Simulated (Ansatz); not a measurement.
**TiHO (quartet): wave-function methods side by side at a displaced geometry (v1), def2-SVP**

An exercise on one series of results from a longer session: the logs are not shown, and one member is left open.

Method: def2-SVP, core rule «outside noble gas», up to 10 orbitals frozen; program: Ansatz 0.2.0, Gaussian basis.

The runs, in order: UHF; CCSD(T) on ROHF; CCSD(T) on UHF; CISD as a restricted active space (open shells left free, so some higher excitations enter); CCSDT(Q) on ROHF; CCSDT(Q) on UHF.

32 further runs of the same task are left out: 11 for a known fault of the program, 8 that didn't finish, 13 set aside as unsound or not needed. Runs told in other sessions of the task aren't counted.

## The system

The geometry is a PBE0/def2-TZVP stationary point (not a proven minimum) with its atoms shifted at random (size 0.040 Å).

3 atoms, charge 0, spin multiplicity 4.

Atoms are counted from 1 here; the program's logs count them from 0.

Bond lengths: Ti1–O2 1.713 Å, Ti1–H3 1.800 Å. Angles: O2–Ti1–H3 178.3°.

Set-up of the first run:

Contents of in.yaml:

```yaml
crystal:
  periodic: [false, false, false]
  atoms:
    - {symbol: Ti, position_ang: [-0.015433, -0.009008, -0.028594]}
    - {symbol: O, position_ang: [-0.016266, -0.025151, -1.741247]}
    - {symbol: H, position_ang: [0.031698, 0.034159, 1.769840]}
basis:
  gaussian: {orbitals: def2-SVP}
magnetization: {spin_polarized: true, initial_magnetization: 3}
hamiltonian: {xc: hf}
output: {orbitals: {seedname: orbitals}}
```

Run with:

```console
$ ansatz run in.yaml --threads 1 --pin off --events-out ev --progress --plain --max-ram 2393MiB
```

Steps of the session up to this table: UHF; CCSD(T) on ROHF; CCSD(T) on UHF; CISD as a restricted active space (open shells left free, so some higher excitations enter); CCSDT(Q) on ROHF; CCSDT(Q) on UHF.

One table of the session follows, with a row left open; its other results are not shown here.

```
   method  from RCCSDT(Q) (kJ/mol)
     ROHF                   +657.3
      UHF                   +641.1
     RMP2                   +118.7
     UMP2                   +115.2
    RCCSD                        ?
    UCCSD                    +34.9
 RCCSD(T)                    +15.7
 UCCSD(T)                    +11.6
   RCCSDT                     +3.8
   UCCSDT                     -0.5
RCCSDT(Q)                        0
UCCSDT(Q)                     -5.0
```

**Question.** Estimate the row for RCCSD.

The run gave: from RCCSDT(Q) (kJ/mol): +39.5. In the column «from RCCSDT(Q) (kJ/mol)» it lies between UCCSD (+34.9) and UMP2 (+115.2).

Not comparable, so not listed: CISD as a restricted active space (open shells left free, so some higher excitations enter) (they don't share determinant, frozen orbitals or solution with the rows shown, or repeat one).

Limits of these values: Restricted and unrestricted rows rest on different reference determinants; a gap between their highest levels can come from leftover correlation error, from unlike frozen cores or from another state.
